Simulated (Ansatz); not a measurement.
# EuBrO: the cost of one run

Method: DFT PBEsol+U (U_eff = 4 eV on Eu f), plane waves, PAW, no spin–orbit coupling unless a run says so, in Ansatz 0.2.0.

2 further runs of the same task are left out: 2 that didn't finish.

## Step 1: The structure to begin with

The structure is tetragonal, space group P4/nmm (No. 129). The conventional cell has a = 4.121 Å, b = 4.121 Å, c = 7.266 Å, α = 90.00°, β = 90.00°, γ = 90.00°. Eu (site symmetry 4mm) is surrounded by 4 O at 2.55 Å and 5 Br at 3.10 to 3.23 Å. O (site symmetry -4m2) has 4 Eu at 2.55 Å as nearest neighbours. Br (site symmetry 4mm) has 5 Eu at 3.10 to 3.23 Å as nearest neighbours.

Structure file:

```
Eu O Br
1.0
     4.12131    0.00000    0.00000
     0.00000    4.12131    0.00000
     0.00000    0.00000    7.26594
Eu O Br
2 2 2
Direct
  0.50000 0.00000 0.20580
  0.00000 0.50000 0.79420
  0.00000 0.00000 0.00000
  0.50000 0.50000 0.00000
  0.50000 0.00000 0.64970
  0.00000 0.50000 0.35030
```

## Step 2: Ferromagnetic start, free, symmetry kept, no search

File input.yaml:

```yaml
crystal:
  lattice:
    - [4.12130988, 0.0, 0.0]
    - [0.0, 4.12130988, 0.0]
    - [0.0, 0.0, 7.2659395]
  atoms:
    - { symbol: Eu, position: [0.5, 0.0, 0.2058], spin: 6.0 }
    - { symbol: Eu, position: [0.0, 0.5, 0.7942], spin: 6.0 }
    - { symbol: O, position: [0.0, 0.0, 0.0] }
    - { symbol: O, position: [0.5, 0.5, 0.0] }
    - { symbol: Br, position: [0.5, 0.0, 0.6497] }
    - { symbol: Br, position: [0.0, 0.5, 0.3503] }
basis:
  ecutwfc: 420
  ecutrho_ratio: 4
kpoints:
  mp_grid: { grid: [5, 5, 3] }
hamiltonian:
  xc: pbesol
  hubbard:
    sites: [{ site: 0, l: f, u_eff: 4.0 }, { site: 1, l: f, u_eff: 4.0 }]
scf:
  occupations: { method: gaussian, width: 0.05 }
  lower_state_search: "off"
  max_iter: 150
output:
  forces: true
  stress: true
  eigenvalues: true
  populations: true
  hubbard: { sites: [{ site: 0, l: f }, { site: 1, l: f }] }
magnetization:
  spin_polarized: true
```

Command:

```bash
ansatz run input.yaml --threads 4 --pin off --max-ram 6144MiB --backend cpu --events-out ev --progress --plain --runs-dir out
```

What time and memory should one allow on 4 threads of AMD EPYC 9R45 (Zen 5), shared host?

About 2.5 s, with a peak of 0.66 GiB.
